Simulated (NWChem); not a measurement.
# CH3GaSe (SMILES [CH2]1[GaH][Se]1): levels of theory compared

Wanted: a comparison of 4 runs (HF/STO-3G, HF/3-21G, B3LYP/6-31G*) of CH3GaSe. 

Program for the calculation: NWChem 7.3.0.

**1. The molecule**

CH3GaSe has 6 atoms, charge 0, and is taken as a singlet. As SMILES, `[CH2]1[GaH][Se]1`. The coordinates come from a PBE0-D4/def2-TZVP relaxation.

Bond lengths: C1–Ga2 1.932 Å, C1–Se3 2.044 Å, Ga2–Se3 2.284 Å, C1–H4 1.085 Å, C1–H5 1.085 Å, Ga2–H6 1.533 Å. Angles: C1–Ga2–Se3 57.3°, Ga2–C1–Se3 70.0°, C1–Se3–Ga2 52.7°, C1–Ga2–H6 158.5°, Se3–Ga2–H6 144.2°, Ga2–C1–H4 120.7°, Ga2–C1–H5 120.7°, Se3–C1–H4 111.7°, Se3–C1–H5 111.8°, H4–C1–H5 113.1°.

**2. Energy and gradient at HF/STO-3G (run 1)**

Contents of run.xyz:

```xyz
6
CH3GaSe hf
C     -0.101600    -0.241000    -0.785100
Ga     0.115600     0.649600     0.915900
Se     0.106200    -1.624600     0.705500
H     -1.076400    -0.302200    -1.257300
H      0.718100    -0.287600    -1.494100
H      0.238100     1.805900     1.915100
```

Contents of run.nw:

```
start run
title "CH3GaSe hf"
memory stack 880 mb heap 220 mb global 1100 mb
geometry noautosym nocenter noautoz
  load run.xyz
end
basis spherical bse
  * library STO-3G
end
scf
  thresh 1e-08
  maxiter 80
end
task scf gradient
```

The run is started by

```
nwchem run.nw > run.out
```

Standard output:

```text
[...]
  functions       =    44
[...]
  wavefunction    = RHF
[...]
         Total SCF energy =  -4313.596556304419
      One-electron energy =  -6838.571102161089
      Two-electron energy =   2128.082682943788
 Nuclear repulsion energy =    396.891862912881
        Time for solution =      4.3s
[...]
                         RHF ENERGY GRADIENTS
    atom               coordinates                        gradient
                 x          y          z           x          y          z
   1 C      -0.191996  -0.455424  -1.483624   -0.009876  -0.001637  -0.075549
   2 Ga      0.218452   1.227566   1.730800    0.001794   0.010286   0.014231
   3 Se      0.200689  -3.070049   1.333202    0.002728  -0.059992   0.017060
   4 H      -2.034101  -0.571075  -2.375952   -0.004597  -0.001035   0.002146
   5 H       1.357012  -0.543485  -2.823440    0.004946  -0.000943   0.000924
   6 H       0.449944   3.412656   3.619014    0.005004   0.053320   0.041189
[...]
```

Wall time 6.6 s (1 thread of Intel Xeon 6975P-C (Granite Rapids), shared host); peak memory 0.097 GiB.

**3. Energy and forces at HF/3-21G (run 2)**

Contents of run.py:

```python
from ase import Atoms
from ase.calculators.nwchem import NWChem

system = Atoms(['C', 'Ga', 'Se', 'H', 'H', 'H'], positions=[
    [-0.101600, -0.241000, -0.785100],
    [0.115600, 0.649600, 0.915900],
    [0.106200, -1.624600, 0.705500],
    [-1.076400, -0.302200, -1.257300],
    [0.718100, -0.287600, -1.494100],
    [0.238100, 1.805900, 1.915100],
])

calc = NWChem(
    label='struct',
    theory='scf',
    memory='2200 mb',
    basis='3-21G',
    basispar='spherical bse',
    scf={'nopen': '0', 'rhf': None, 'thresh': '1e-08', 'maxiter': '80'},
)
system.calc = calc

forces = system.get_forces()
print("Total energy (eV):", round(system.get_potential_energy(), 6))
print("forces (eV/A):")
for s, f in zip(system.symbols, forces):
    print(f"{s:2s} {f[0]:10.5f} {f[1]:10.5f} {f[2]:10.5f}")
print("dipole (e A):", system.get_dipole_moment().round(4))
```

The run is started by

```
export ASE_NWCHEM_COMMAND="nwchem PREFIX.nwi > PREFIX.nwo"
python run.py
```

Standard output:

```text
Total energy (eV): -118143.412045
forces (eV/A):
C    -0.09858    0.32869   -0.70433
Ga    0.00653    0.93958    0.10732
Se    0.03872   -1.54112    0.19731
H     0.42007    0.01733    0.11344
H    -0.37394    0.01023    0.21674
H     0.00720    0.24523    0.06952
dipole (e A): [-4.000e-04  6.932e-01  3.960e-02]
```

The calculator wrote struct.nwi:

```
title "struct"

permanent_dir struct

scratch_dir struct

start struct

geometry units angstrom nocenter noautosym noautoz
  C  -1.0160000000000000e-01 -2.4099999999999999e-01 -7.8510000000000002e-01
  Ga 1.1559999999999999e-01 6.4959999999999996e-01 9.1590000000000005e-01
  Se 1.0620000000000000e-01 -1.6246000000000000e+00 7.0550000000000002e-01
  H  -1.0764000000000000e+00 -3.0220000000000002e-01 -1.2573000000000001e+00
  H  7.1809999999999996e-01 -2.8760000000000002e-01 -1.4941000000000000e+00
  H  2.3810000000000001e-01 1.8059000000000001e+00 1.9151000000000000e+00
end

memory 2200 mb

basis spherical bse noprint
   * library 3-21G
end

scf
  nopen 0
  rhf
  thresh 1e-08
  maxiter 80
end

task scf gradient
```

struct.nwo:

```text
Northwest Computational Chemistry Package (NWChem) 7.3.0
             --------------------------------------------------------

           Job information
           ---------------

    nwchem branch   = 7.3.0
    use scalapack   = T
    input           = struct.nwi
    prefix          = struct.
    data base       = struct/struct.db
    status          = startup
    nproc           =        1

           Memory information
           ------------------

[... 5 lines left out ...]
    hardfail = no
[... 136 lines left out ...]
         Quadratically convergent ROHF
[... 14 lines left out ...]
       Final RHF  results
[... 4 lines left out ...]
      Two-electron energy =   2112.751525014603
[... 56 lines left out ...]
                       ROHF Final Molecular Orbital Analysis
[... 240 lines left out ...]
                 ----------------------------------------
                 |  Time  |  1-e(secs)   |  2-e(secs)   |
                 ----------------------------------------
                 |  CPU   |       0.00   |       1.82   |
                 ----------------------------------------
                 |  WALL  |       0.00   |       1.82   |
                 ----------------------------------------

 Task  times  cpu:        4.9s     wall:        4.9s
 Total times  cpu:        4.9s     wall:        4.9s
```

Run time: 6 s. Hardware: 1 thread of Intel Xeon 6975P-C (Granite Rapids), shared host; peak memory 0.096 GiB.

Run 3 isn't shown in full; the table further down has it.

**4. Energy and gradient at B3LYP/6-31G(d) (spherical functions) (run 4)**

Contents of input.nw:

```
start input
title "CH3GaSe"
memory 2200 mb
charge 0

geometry units angstroms noautosym nocenter noautoz
 C     -0.101600    -0.241000    -0.785100
 Ga     0.115600     0.649600     0.915900
 Se     0.106200    -1.624600     0.705500
 H     -1.076400    -0.302200    -1.257300
 H      0.718100    -0.287600    -1.494100
 H      0.238100     1.805900     1.915100
end

basis "ao basis" spherical bse
 * library 6-31G*
end

dft
 xc b3lyp
 mult 1
 grid xfine
 convergence energy 1e-08
 iterations 100
 mulliken
 print low
end

task dft gradient
```

The run is started by

```
nwchem input.nw > input.out
```

Standard output:

```text
[...]
 d= 0,ls=0.0,diis     1  -4365.7514222165 -4.76D+03  1.79D-02  3.29D-01     3.3
[...]
 d= 0,ls=0.0,diis    11  -4365.8058460378 -3.08D-09  5.24D-07  1.69D-09    27.0
         Total DFT energy =    -4365.805846037838
      One electron energy =    -6871.202614570687
           Coulomb energy =     2277.298712975548
    Exchange-Corr. energy =     -168.793807355579
 Nuclear repulsion energy =      396.891862912881
[...]
      Total Density - Mulliken Population Analysis
     ---------------------------------------------
    Atom       Charge   Shell Charges
 -----------   ------   -------------------------------------------------------
    1 C    6     6.37   2.00  0.68  2.00  0.63  1.04  0.03
    2 Ga  31    31.05   2.00  2.00  6.00  2.00  5.99  1.27  1.52  0.04  0.12  6.80  2.93  0.38
    3 Se  34    34.08   2.00  2.00  6.00  2.00  5.98  1.61  3.12  0.28  1.04  6.92  2.93  0.21
    4 H    1     0.81   0.52  0.29
    5 H    1     0.81   0.52  0.29
    6 H    1     0.87   0.47  0.40
[...]
                         DFT ENERGY GRADIENTS
    atom               coordinates                        gradient
                 x          y          z           x          y          z
   1 C      -0.191996  -0.455424  -1.483624    0.001214  -0.001993   0.008639
   2 Ga      0.218452   1.227566   1.730800   -0.000329  -0.008435  -0.003013
   3 Se      0.200689  -3.070049   1.333202   -0.000867   0.013758  -0.005692
   4 H      -2.034101  -0.571075  -2.375952    0.001496  -0.000416   0.001089
   5 H       1.357012  -0.543485  -2.823440   -0.001205  -0.000427   0.001474
   6 H       0.449944   3.412656   3.619014   -0.000309  -0.002487  -0.002497
 Task  times  cpu:       41.4s     wall:       41.4s
 Total times  cpu:       41.5s     wall:       41.5s
```

It took 42 s on 1 thread of Intel Xeon 6975P-C (Granite Rapids), shared host; peak memory 0.13 GiB.

**5. All runs side by side**

```csv
run,level,Cartesian functions,iteration cap,energy (Eh),largest force (eV/Å),wall time
1,HF/STO-3G,no,80,-4313.596556,3.919,6.6 s
2,HF/3-21G,no,80,-4341.690348,1.554,6 s
3,B3LYP/6-31G* (Cartesian functions),yes,100,-4365.818442,0.791,35 s
4,B3LYP/6-31G* (spherical functions),no,100,-4365.805846,0.767,42 s
```

**6. Summary of results**

```
                       quantity           value
            run 4: total energy  -4365.80585 Eh
run 4: largest force on an atom      0.767 eV/Å
```

In words: In run 1 the basis is minimal, so the values are rough. All runs together took 90 s, the longest 42 s.
